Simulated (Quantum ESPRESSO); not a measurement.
# TaF3 (Pm-3m) in Quantum ESPRESSO: notebook, part 2 of 3

Quantum ESPRESSO 7.5. Earlier steps stand in the parts before.

## (3) Phonons, PBEsol, target pressure 10 GPa, at which the enthalpy is minimised

The input, pw.in:

```
&CONTROL
  calculation = 'scf'
  prefix = 'pwscf'
  outdir = './tmp'
  pseudo_dir = './pseudo'
  tprnfor = .true.
  tstress = .true.
  disk_io = 'low'
/
&SYSTEM
  ibrav = 0
  nat = 4
  ntyp = 2
  ecutwfc = 56
  ecutrho = 448
  nbnd = 25
  occupations = 'smearing'
  smearing = 'mv'
  degauss = 0.01469973
/
&ELECTRONS
  conv_thr = 8d-10
  electron_maxstep = 120
  mixing_beta = 0.5
/
ATOMIC_SPECIES
Ta   180.9479 ta_pbesol_v1.uspp.F.UPF
F     18.9984 f_pbesol_v1.4.uspp.F.UPF
CELL_PARAMETERS bohr
   7.3721995574    0.0000000000    0.0000000000
   0.0000000000    7.3721995574    0.0000000000
   0.0000000000    0.0000000000    7.3721995574
ATOMIC_POSITIONS bohr
Ta     0.0000000000    0.0000000000    0.0000000000
F      0.0000000000    0.0000000000    3.6860997787
F      0.0000000000    3.6860997787    0.0000000000
F      3.6860997787    0.0000000000    0.0000000000
K_POINTS automatic
7 7 7 0 0 0
```

The input, relax.in:

```
&CONTROL
  calculation = 'vc-relax'
  prefix = 'pwscf'
  outdir = './tmp'
  pseudo_dir = './pseudo'
  tprnfor = .true.
  tstress = .true.
  disk_io = 'low'
  nstep = 40
  forc_conv_thr = 0.0001
  etot_conv_thr = 1d-06
/
&SYSTEM
  ibrav = 0
  nat = 4
  ntyp = 2
  ecutwfc = 56
  ecutrho = 448
  nbnd = 25
  occupations = 'smearing'
  smearing = 'mv'
  degauss = 0.01469973
/
&ELECTRONS
  conv_thr = 8d-10
  electron_maxstep = 120
  mixing_beta = 0.5
/
&IONS
  ion_dynamics = 'bfgs'
/
&CELL
  cell_dynamics = 'bfgs'
  press = 100
  press_conv_thr = 0.2
/
ATOMIC_SPECIES
Ta   180.9479 ta_pbesol_v1.uspp.F.UPF
F     18.9984 f_pbesol_v1.4.uspp.F.UPF
CELL_PARAMETERS bohr
   7.3721995574    0.0000000000    0.0000000000
   0.0000000000    7.3721995574    0.0000000000
   0.0000000000    0.0000000000    7.3721995574
ATOMIC_POSITIONS bohr
Ta     0.0000000000    0.0000000000    0.0000000000
F      0.0000000000    0.0000000000    3.6860997787
F      0.0000000000    3.6860997787    0.0000000000
F      3.6860997787    0.0000000000    0.0000000000
K_POINTS automatic
7 7 7 0 0 0
```

The input, scf2.in:

```
&CONTROL
  calculation = 'scf'
  prefix = 'pwscf'
  outdir = './tmp'
  pseudo_dir = './pseudo'
  tprnfor = .true.
  tstress = .true.
  disk_io = 'low'
/
&SYSTEM
  ibrav = 0
  nat = 4
  ntyp = 2
  ecutwfc = 56
  ecutrho = 448
  nbnd = 25
  occupations = 'smearing'
  smearing = 'mv'
  degauss = 0.01469973
/
&ELECTRONS
  conv_thr = 1d-13
  electron_maxstep = 120
  mixing_beta = 0.5
  startingpot = 'file'
  startingwfc = 'file'
/
ATOMIC_SPECIES
Ta   180.9479 ta_pbesol_v1.uspp.F.UPF
F     18.9984 f_pbesol_v1.4.uspp.F.UPF
CELL_PARAMETERS bohr
   7.5192043597    0.0000000000    0.0000000000
   0.0000000000    7.5192043597    0.0000000000
   0.0000000000    0.0000000000    7.5192043597
ATOMIC_POSITIONS bohr
Ta     0.0000000000    0.0000000000    0.0000000000
F      0.0000000000    0.0000000000    3.7596021799
F      0.0000000000    3.7596021799    0.0000000000
F      3.7596021799    0.0000000000    0.0000000000
K_POINTS automatic
7 7 7 0 0 0
```

The input, ph.in:

```
phonons of TaF3
&INPUTPH
  prefix = 'pwscf'
  outdir = './tmp'
  tr2_ph = 1d-18
  fildyn = 'dyn'
  niter_ph = 90
  alpha_mix(1) = 0.4
/
0.0000000000 0.0000000000 0.0000000000
```

The input, dynmat.in:

```
&INPUT
  fildyn = 'dyn'
  asr = 'crystal'
  filout = 'dynmat.disp'
  fileig = 'dynmat.eig'
/
```

Potentials or basis: GBRV 1.5 PBEsol.

Launch:

```
> OMP_NUM_THREADS=1 mpirun -n 4 pw.x -nk 4 -in pw.in > pw.out
> OMP_NUM_THREADS=1 mpirun -n 4 pw.x -nk 4 -in relax.in > relax.out
> OMP_NUM_THREADS=1 mpirun -n 4 pw.x -nk 4 -in scf2.in > scf2.out
> OMP_NUM_THREADS=1 mpirun -n 4 ph.x -nk 4 -in ph.in > ph.out
> OMP_NUM_THREADS=1 mpirun -n 1 dynmat.x -in dynmat.in > dynmat.out
```

pw.out:

```text
This program is part of the open-source Quantum ESPRESSO suite
     for quantum simulation of materials; please cite
[... 6 lines left out ...]
     using ibrav=0 with symmetry is DISCOURAGED, use correct ibrav instead

     K-points division:     npool     =       4
     Subspace diagonalization in iterative solution of the eigenvalue problem:
     a serial algorithm will be used

     G-vector sticks info
     --------------------
     sticks:   dense  smooth     PW     G-vecs:    dense   smooth      PW
     Sum        1933     973    293                64085    22743    3695

     Using Slab Decomposition

     bravais-lattice index     =            0
     lattice parameter (alat)  =       7.3722  a.u.
     unit-cell volume          =     400.6741 (a.u.)^3
     number of atoms/cell      =            4
     number of atomic types    =            2
     number of electrons       =        34.00
     number of Kohn-Sham states=           25
     kinetic-energy cutoff     =      56.0000  Ry
     charge density cutoff     =     448.0000  Ry
     scf convergence threshold =      8.0E-10
     mixing beta               =       0.5000
     number of iterations used =            8  plain     mixing
     Exchange-correlation= SLA  PW   PSX  PSC
                           (   1   4  10   8   0   0   0)

     celldm(1)=   7.372200  celldm(2)=   0.000000  celldm(3)=   0.000000
     celldm(4)=   0.000000  celldm(5)=   0.000000  celldm(6)=   0.000000

     crystal axes: (cart. coord. in units of alat)
               a(1) = (   1.000000   0.000000   0.000000 )
               a(2) = (   0.000000   1.000000   0.000000 )
               a(3) = (   0.000000   0.000000   1.000000 )

     reciprocal axes: (cart. coord. in units 2 pi/alat)
               b(1) = (  1.000000  0.000000  0.000000 )
               b(2) = (  0.000000  1.000000  0.000000 )
               b(3) = (  0.000000  0.000000  1.000000 )

     PseudoPot. # 1 for Ta read from file:
     ta_pbesol_v1.uspp.F.UPF
     Pseudo is Ultrasoft + core correction, Zval = 13.0
     Generated by new atomic code, or converted to UPF format
     Using radial grid of  921 points,  7 beta functions with:
                l(1) =   0
                l(2) =   0
                l(3) =   1
                l(4) =   1
                l(5) =   2
                l(6) =   2
                l(7) =   3
     Q(r) pseudized with  6 coefficients,  rinner =    1.300   1.300   1.300
                                                       1.300   1.300   1.300
                                                       1.300

     PseudoPot. # 2 for F  read from file:
     f_pbesol_v1.4.uspp.F.UPF
     Pseudo is Ultrasoft, Zval =  7.0
     Generated by new atomic code, or converted to UPF format
     Using radial grid of  799 points,  4 beta functions with:
                l(1) =   0
                l(2) =   0
                l(3) =   1
                l(4) =   1
     Q(r) pseudized with  8 coefficients,  rinner =    0.950   0.950   0.950

     atomic species   valence    mass     pseudopotential
     Ta               13.00   180.94790     Ta( 1.00)
     F                 7.00    18.99840     F ( 1.00)

     48 Sym. Ops., with inversion, found

   Cartesian axes

     site n.     atom                  positions (alat units)
         1        Ta     tau(   1) = (   0.0000000   0.0000000   0.0000000  )
         2        F      tau(   2) = (   0.0000000   0.0000000   0.5000000  )
         3        F      tau(   3) = (   0.0000000   0.5000000   0.0000000  )
         4        F      tau(   4) = (   0.5000000   0.0000000   0.0000000  )

     number of k points=    20  Marzari-Vanderbilt smearing, width (Ry)=  0.0147
                       cart. coord. in units 2pi/alat
        k(    1) = (   0.0000000   0.0000000   0.0000000), wk =   0.0058309
        k(    2) = (   0.0000000   0.0000000   0.1428571), wk =   0.0349854
        k(    3) = (   0.0000000   0.0000000   0.2857143), wk =   0.0349854
        k(    4) = (   0.0000000   0.0000000   0.4285714), wk =   0.0349854
        k(    5) = (   0.0000000   0.1428571   0.1428571), wk =   0.0699708
        k(    6) = (   0.0000000   0.1428571   0.2857143), wk =   0.1399417
[... 12 lines left out ...]
        k(   19) = (   0.2857143   0.4285714   0.4285714), wk =   0.1399417
        k(   20) = (   0.4285714   0.4285714   0.4285714), wk =   0.0466472

     Dense  grid:    64085 G-vectors     FFT dimensions: (  50,  50,  50)

     Smooth grid:    22743 G-vectors     FFT dimensions: (  36,  36,  36)

     Initial potential from superposition of free atoms

     starting charge      33.9990, renormalised to      34.0000

     negative rho (up, down):  9.487E-02 0.000E+00
     Starting wfcs are   25 randomized atomic wfcs

     Self-consistent Calculation

     iteration #  1     ecut=    56.00 Ry     beta= 0.50
     Davidson diagonalization with overlap
     ethr =  1.00E-02,  avg # of iterations =  4.7

     Threshold (ethr) on eigenvalues was too large:
     Diagonalizing with lowered threshold

     Davidson diagonalization with overlap
     ethr =  9.20E-04,  avg # of iterations =  1.0

     negative rho (up, down):  9.692E-02 0.000E+00

     total energy              =    -287.38547439 Ry
     estimated scf accuracy    <       0.31324172 Ry

     iteration #  2     ecut=    56.00 Ry     beta= 0.50
     Davidson diagonalization with overlap
     ethr =  9.21E-04,  avg # of iterations =  2.0

     negative rho (up, down):  9.767E-02 0.000E+00

     total energy              =    -287.46754007 Ry
     estimated scf accuracy    <       0.06801131 Ry

     iteration #  3     ecut=    56.00 Ry     beta= 0.50
     Davidson diagonalization with overlap
     ethr =  2.00E-04,  avg # of iterations =  2.1

     negative rho (up, down):  9.834E-02 0.000E+00

     total energy              =    -287.48060816 Ry
     estimated scf accuracy    <       0.00274617 Ry

     iteration #  4     ecut=    56.00 Ry     beta= 0.50
     Davidson diagonalization with overlap
     ethr =  8.08E-06,  avg # of iterations =  4.7
[... 28 lines left out ...]
     negative rho (up, down):  9.867E-02 0.000E+00

     total energy              =    -287.48080407 Ry
     estimated scf accuracy    <       0.00000003 Ry

     iteration #  8     ecut=    56.00 Ry     beta= 0.50
     Davidson diagonalization with overlap
     ethr =  8.86E-11,  avg # of iterations =  2.1

     negative rho (up, down):  9.867E-02 0.000E+00

     total energy              =    -287.48080409 Ry
     estimated scf accuracy    <       0.00000002 Ry

     iteration #  9     ecut=    56.00 Ry     beta= 0.50
     Davidson diagonalization with overlap
     ethr =  4.50E-11,  avg # of iterations =  2.5

     negative rho (up, down):  9.867E-02 0.000E+00

     End of self-consistent calculation

          k = 0.0000 0.0000 0.0000 (  2897 PWs)   bands (ev):

   -60.0932 -26.9444 -26.9444 -26.9444 -18.8875 -18.5729 -18.5729  -0.0895
    -0.0895  -0.0895   0.8385   0.8385   0.8385   0.8802   0.8802   0.8802
     8.7847   8.7847   8.7847   9.5624  12.6498  12.6498  18.6532  18.6532
    18.9545

          k = 0.0000 0.0000 0.1429 (  2857 PWs)   bands (ev):

   -60.0928 -27.0204 -26.9432 -26.9432 -18.8291 -18.5716 -18.4031  -0.4745
    -0.0817  -0.0817   0.5768   0.7172   0.7172   0.8120   0.8694   0.8694
     8.8011   9.0900   9.0900   9.8714  12.6744  13.1893  17.2094  18.8244
    19.0132

          k = 0.0000 0.0000 0.2857 (  2838 PWs)   bands (ev):

   -60.0921 -27.1820 -26.9407 -26.9407 -18.7879 -18.5688 -17.9185  -1.5861
    -0.0549  -0.0549   0.2936   0.4320   0.4320   0.7531   0.8717   0.8717
     8.8383   9.7781   9.7781  10.6555  12.7275  13.8136  16.1130  19.2456
    19.5695

          k = 0.0000 0.0000 0.4286 (  2830 PWs)   bands (ev):

   -60.0915 -27.3037 -26.9386 -26.9386 -18.7754 -18.5665 -17.4910  -2.4889
     0.0032   0.0032   0.1694   0.1844   0.1844   0.7065   0.8747   0.8747
     8.8685  10.3403  10.3403  11.7429  12.7678  12.9986  16.2494  19.6303
    20.3115

          k = 0.0000 0.1429 0.1429 (  2837 PWs)   bands (ev):
[... 90 lines left out ...]
          k = 0.2857 0.2857 0.4286 (  2845 PWs)   bands (ev):

   -60.0892 -27.2953 -27.1725 -27.1709 -17.9626 -17.8751 -17.4828  -2.4702
    -1.5597  -1.5236  -0.9837  -0.8854  -0.6289   1.1611   1.2250   1.3289
    10.7071  11.1186  11.2083  13.4301  14.9768  15.5473  16.6080  16.9857
    18.0219

          k = 0.2857 0.4286 0.4286 (  2845 PWs)   bands (ev):

   -60.0886 -27.2932 -27.2929 -27.1695 -17.9172 -17.4863 -17.4759  -2.4731
    -2.4563  -1.5301  -1.2349  -0.9185  -0.9099   1.2732   1.2792   1.4684
    11.2080  11.2288  11.5976  14.0180  15.5227  16.0249  16.1351  17.3565
    17.9363

          k = 0.4286 0.4286 0.4286 (  2848 PWs)   bands (ev):

   -60.0880 -27.2910 -27.2906 -27.2906 -17.4910 -17.4737 -17.4737  -2.4696
    -2.4696  -2.4387  -1.2258  -1.2062  -1.2062   1.4612   1.4612   1.4788
    11.6620  11.7067  11.7067  13.8915  16.3665  16.9939  16.9939  17.5430
    17.5430

     the Fermi energy is    10.0504 ev

!    total energy              =    -287.48080409 Ry
     estimated scf accuracy    <          4.3E-11 Ry
     smearing contrib. (-TS)   =      -0.00138814 Ry
     internal energy E=F+TS    =    -287.47941595 Ry

     The total energy is F=E-TS. E is the sum of the following terms:
     one-electron contribution =    -160.81671150 Ry
     hartree contribution      =      95.19726517 Ry
     xc contribution           =     -69.90716862 Ry
     ewald contribution        =    -151.95280100 Ry

     convergence has been achieved in   9 iterations

     negative rho (up, down):  9.867E-02 0.000E+00

     Forces acting on atoms (cartesian axes, Ry/au):

     atom    1 type  1   force =     0.00000000    0.00000000    0.00000000
     atom    2 type  2   force =     0.00000000    0.00000000    0.00000000
     atom    3 type  2   force =     0.00000000    0.00000000    0.00000000
     atom    4 type  2   force =     0.00000000    0.00000000    0.00000000

     Total force =     0.000000     Total SCF correction =     0.000000

     Computing stress (Cartesian axis) and pressure

     negative rho (up, down):  9.867E-02 0.000E+00
          total   stress  (Ry/bohr**3)                   (kbar)     P=      207.41
   0.00140994   0.00000000   0.00000000          207.41        0.00        0.00
   0.00000000   0.00140994   0.00000000            0.00      207.41        0.00
   0.00000000   0.00000000   0.00140994            0.00        0.00      207.41

=------------------------------------------------------------------------------=
   JOB DONE.
=------------------------------------------------------------------------------=
```

Run time: 4.7 min. Hardware: 4 MPI ranks of Arm Neoverse V2, shared host; peak memory 0.76 GiB.

Results:

| Property | Result |
| --- | --- |
| Free energy | -3911.7178 eV |
| Relaxed volume | 15.75 Å³/atom |
| Relaxed cell | a = 3.979 Å, b = 3.979 Å, c = 3.979 Å, α = 90.00°, β = 90.00°, γ = 90.00° |
| Space group after relaxing (to 0.05 Å) | Pm-3m (No. 221) |
| Pressure after relaxing | 10.0 GPa |
| Band gap on the k mesh | none (metal or under the smearing width) |
| Highest phonon frequency at Γ | 662 cm⁻¹ |

Step by step:
```
step  energy change (eV)  largest force (eV/Å)  pressure (GPa)  volume (Å³)
   1              0.0000                0.0000           20.74        59.37
   2             -0.3213                0.0000           10.81        62.68
   3             -0.3398                0.0000           10.07        62.97
   4             -0.3415                0.0000           10.00        63.00
```

Final structure:
```cif
data_structure
_symmetry_space_group_name_H-M 'P 1'
_symmetry_Int_Tables_number 1
_cell_length_a 3.9790
_cell_length_b 3.9790
_cell_length_c 3.9790
_cell_angle_alpha 90.000
_cell_angle_beta 90.000
_cell_angle_gamma 90.000
_cell_volume 63.00
loop_
_atom_site_label
_atom_site_type_symbol
_atom_site_fract_x
_atom_site_fract_y
_atom_site_fract_z
_atom_site_occupancy
Ta1 Ta 0.00000 0.00000 0.00000 1
F1 F 0.00000 0.00000 0.50000 1
F2 F 0.00000 0.50000 0.00000 1
F3 F 0.50000 0.00000 0.00000 1
```

Phonon frequencies in cm⁻¹ (negative: imaginary):
| q point | frequencies |
| --- | --- |
| (0.000, 0.000, 0.000) | -5 -5 -5 223 223 223 257 257 257 662 662 662 |

Optical modes at Γ, degenerate ones joined:
```tsv
cm⁻¹	components	symmetry	active in
222	3	T2u	silent
257	3	T1u	IR
662	3	T1u	IR
```

Caveat: the mesh is thin for the phonons of a metal; the cell is more than 3 GPa from zero pressure, which shifts response properties.

[end of part 2 of 3]
